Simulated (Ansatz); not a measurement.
**C3H11PSi: how energies converge with the basis set**

One table from this session's results is given with a row withheld; the runs are named, their logs left out.

The runs use Ansatz 0.2.0, Gaussian basis; one geometry, several basis sets.

Levels to be run: PBE0-D4/def2-SVP; ωB97M-V/def2-SVP; PBE0-D4/def2-QZVPP; ωB97M-V/def2-QZVPP; the functionals' def2-TZVPP values are taken from earlier runs.

### The geometry

An earlier PBE0-D4 in a triple-zeta def2 set relaxation fixed the geometry.

SMILES `C[Si](C)(C)P`, 16 atoms, charge 0, spin multiplicity 1.

Atoms are counted from 1 here; the program's logs count them from 0.

Bond lengths: C1–Si2 1.874 Å, C1–H6 1.094 Å, C1–H7 1.093 Å, C1–H8 1.093 Å, Si2–C3 1.874 Å, Si2–C4 1.874 Å, Si2–P5 2.266 Å, C3–H9 1.093 Å, C3–H10 1.093 Å, C3–H11 1.094 Å, C4–H12 1.093 Å, C4–H13 1.094 Å, C4–H14 1.093 Å, P5–H15 1.422 Å, P5–H16 1.422 Å. Angles: Si2–C1–H6 110.6°, Si2–C1–H7 111.1°, Si2–C1–H8 111.1°, H6–C1–H7 108.0°, H6–C1–H8 108.0°, H7–C1–H8 107.9°, C1–Si2–C3 110.0°, C1–Si2–C4 110.0°, C1–Si2–P5 112.3°, C3–Si2–C4 110.2°, C3–Si2–P5 107.2°, C4–Si2–P5 107.1°, Si2–C3–H9 111.2°, Si2–C3–H10 111.3°, Si2–C3–H11 110.5°, H9–C3–H10 107.9°, H9–C3–H11 108.0°, H10–C3–H11 107.8° and more.

Set-up of the first run:

File in.yaml:

```yaml
crystal:
  periodic: [false, false, false]
  atoms:
    - {symbol: C, position_ang: [-0.512174, 0.777150, -1.490195]}
    - {symbol: Si, position_ang: [-0.009004, -0.037476, 0.120799]}
    - {symbol: C, position_ang: [1.567760, 0.742072, 0.767454]}
    - {symbol: C, position_ang: [0.236839, -1.876800, -0.140626]}
    - {symbol: P, position_ang: [-1.582666, 0.200276, 1.734325]}
    - {symbol: H, position_ang: [0.266009, 0.645749, -2.248396]}
    - {symbol: H, position_ang: [-1.437365, 0.344039, -1.877681]}
    - {symbol: H, position_ang: [-0.674097, 1.849172, -1.355008]}
    - {symbol: H, position_ang: [1.881175, 0.278469, 1.705835]}
    - {symbol: H, position_ang: [1.436605, 1.811996, 0.947783]}
    - {symbol: H, position_ang: [2.378941, 0.621900, 0.043462]}
    - {symbol: H, position_ang: [0.534729, -2.370799, 0.787240]}
    - {symbol: H, position_ang: [1.017590, -2.056989, -0.885308]}
    - {symbol: H, position_ang: [-0.680211, -2.353186, -0.496320]}
    - {symbol: H, position_ang: [-1.762716, 1.591239, 1.502611]}
    - {symbol: H, position_ang: [-2.661414, -0.166803, 0.884025]}
basis:
  gaussian: {orbitals: def2-SVP}
hamiltonian: {xc: pbe0, dispersion: d4}
output: {orbitals: {seedname: orbitals}}
```

Run with:

```console
$ ansatz run in.yaml --threads 4 --pin off --events-out ev --progress --plain --max-ram 11315MiB
```

Among the steps run: PBE0-D4 in def2-SVP; ωB97M-V in def2-SVP; PBE0-D4 in def2-QZVPP; ωB97M-V in def2-QZVPP.

One of the session's tables, all rows but one given; the rest of the session is left out.

It belongs to the step «Functionals by basis». 

| functional | basis | HOMO (eV) | LUMO (eV) |
| --- | --- | --- | --- |
| PBE0-D4 | def2-SVP | -6.97 | 1.09 |
| PBE0-D4 | def2-TZVPP | -7.03 | 0.56 |
| PBE0-D4 | def2-QZVPP | -7.05 | 0.26 |
| ωB97M-V | def2-SVP | ? | ? |
| ωB97M-V | def2-TZVPP | -9.13 | 2.01 |
| ωB97M-V | def2-QZVPP | -9.15 | 1.47 |

Estimate the missing values for ωB97M-V, def2-SVP.

**Answer.** HOMO (eV): -9.04; LUMO (eV): 2.76. In the column «HOMO (eV)» it lies between ωB97M-V, def2-TZVPP (-9.13) and PBE0-D4, def2-QZVPP (-7.05).
